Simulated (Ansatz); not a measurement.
# A point defect in Ta: N interstitial with an added H

A defect calculation: N interstitial with an added H in Ta, supercell of 32 sites.

Computed with Ansatz 0.2.0 (DFT PBE, scalar-relativistic, plane waves, PAW, unless a step's input says otherwise).

2 further runs of the same task are left out: 2 set aside as unsound or not needed.

## Step 1: The starting structure

It takes space group Im-3m (No. 229, cubic). The conventional cell has a = 3.319 Å, b = 3.319 Å, c = 3.319 Å, α = 90.00°, β = 90.00°, γ = 90.00°. Ta (site symmetry m-3m) has 8 Ta at 2.87 Å in its first shell of neighbours.

Structure file:

```
Ta
1.0
    -1.65939    1.65939    1.65939
     1.65939   -1.65939    1.65939
     1.65939    1.65939   -1.65939
Ta
1
Direct
  0.00000 0.00000 0.00000
```

It is the result of an earlier relaxation at this level (volume 18.28 Å³/atom; gap on the mesh: none (metal)).

## Step 2: The perfect supercell

Input file input.yaml:

```yaml
crystal:
  lattice:
    - [0.0, -6.6375792854, 6.6375792854]
    - [-6.6375792854, 0.0, 6.6375792854]
    - [-6.6375792854, -6.6375792854, 0.0]
  atoms:
    - { symbol: Ta, position: [0.375, 0.375, 0.875] }
    - { symbol: Ta, position: [0.25, 0.25, 0.75] }
    - { symbol: Ta, position: [0.125, 0.125, 0.625] }
    - { symbol: Ta, position: [0.0, 0.0, 0.5] }
    - { symbol: Ta, position: [0.875, 0.375, 0.875] }
    - { symbol: Ta, position: [0.75, 0.25, 0.75] }
    - { symbol: Ta, position: [0.625, 0.125, 0.625] }
    - { symbol: Ta, position: [0.5, 0.0, 0.5] }
    - { symbol: Ta, position: [0.375, 0.875, 0.875] }
    - { symbol: Ta, position: [0.25, 0.75, 0.75] }
    - { symbol: Ta, position: [0.125, 0.625, 0.625] }
    - { symbol: Ta, position: [0.0, 0.5, 0.5] }
    - { symbol: Ta, position: [0.875, 0.875, 0.875] }
    - { symbol: Ta, position: [0.75, 0.75, 0.75] }
    - { symbol: Ta, position: [0.625, 0.625, 0.625] }
    - { symbol: Ta, position: [0.5, 0.5, 0.5] }
    - { symbol: Ta, position: [0.375, 0.375, 0.375] }
    - { symbol: Ta, position: [0.25, 0.25, 0.25] }
    - { symbol: Ta, position: [0.125, 0.125, 0.125] }
    - { symbol: Ta, position: [0.0, 0.0, 0.0] }
    - { symbol: Ta, position: [0.875, 0.375, 0.375] }
    - { symbol: Ta, position: [0.75, 0.25, 0.25] }
    - { symbol: Ta, position: [0.625, 0.125, 0.125] }
    - { symbol: Ta, position: [0.5, 0.0, 0.0] }
    - { symbol: Ta, position: [0.375, 0.875, 0.375] }
    - { symbol: Ta, position: [0.25, 0.75, 0.25] }
    - { symbol: Ta, position: [0.125, 0.625, 0.125] }
    - { symbol: Ta, position: [0.0, 0.5, 0.0] }
    - { symbol: Ta, position: [0.875, 0.875, 0.375] }
    - { symbol: Ta, position: [0.75, 0.75, 0.25] }
    - { symbol: Ta, position: [0.625, 0.625, 0.125] }
    - { symbol: Ta, position: [0.5, 0.5, 0.0] }
basis:
  ecutwfc: 420
  xc_grid: 2
kpoints:
  mp_grid: { grid: [4, 4, 4], shift: [0.0, 0.0, 0.0] }
hamiltonian:
  xc: pbe
scf:
  occupations: { method: gaussian, width: 0.1 }
output:
  forces: true
  stress: true
  eigenvalues: true
```

Command:

```bash
> ansatz run input.yaml --threads 8 --pin off --max-ram 22528MiB --backend cpu --events-out ev --progress --plain --runs-dir out
```

Further runs follow: relaxing the defect.

**Question.** What will these runs give? Wanted: formation energy, neutral; nearest atoms after relaxation, one image of each, neutral.

The runs gave:

```
                                                  quantity                                                                          value
                                 formation energy, neutral                                                                       -2.24 eV
nearest atoms after relaxation, one image of each, neutral  1 Ta at 2.00 Å, 1 Ta at 2.04 Å, 1 H at 2.12 Å, 2 Ta at 2.21 Å, 2 Ta at 2.31 Å
```

**Reading.** The formation energy is negative (-2.24 eV) against the pure elements; that shows a strong bond to the host, and competing compounds set the real limit. Spin polarisation was off in the neutral run, so a moment could not show there. A cell of 32 sites leaves finite-size errors of tenths of an eV, or more where the defect fills or empties host bands. Other minima may exist. The runs treat Ta without spin-orbit coupling.
